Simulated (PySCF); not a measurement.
# BrZn: the cost of one run

Computed with PySCF 2.14.0; each step states its level. No surroundings beyond the atoms listed, unless a continuum is named. Atoms count from 0, parts from 1.

### Step 1. The system as given

2 atoms, charge 1, multiplicity 1; geometry: GFN2-xTB. Parts: 1 = atom 0, `[Zn+2]`, charge 2; 2 = atom 1, `[Br-]`, charge -1.

### Step 2. Optimising the geometry at PBE0-D3(BJ)/def2-SVPD

The job: settings as JSON, then the geometry in Å.

```
{"job": {"xc": "PBE0", "basis": "def2-SVPD", "d3": "d3bj", "grid": 2, "kind": "geom", "shake": 0.01}, "charge": 1, "multiplicity": 1, "parts": [{"atoms": "0-0", "charge": 2, "multiplicity": 1}, {"atoms": "1-1", "charge": -1, "multiplicity": 1}]}
Zn    -0.045248     0.043276     0.070776
Br    -1.296890     1.349130     1.307510
```

On the command line:

```bash
$ OMP_NUM_THREADS=1 python cluster_run.py task.json out
```

This one command runs all jobs of the session in turn.

**Question.** How long does this first job take on 1 thread of AMD EPYC 9R45, shared host, and how much memory does it need?

About 4 s, with a peak of 0.33 GiB.
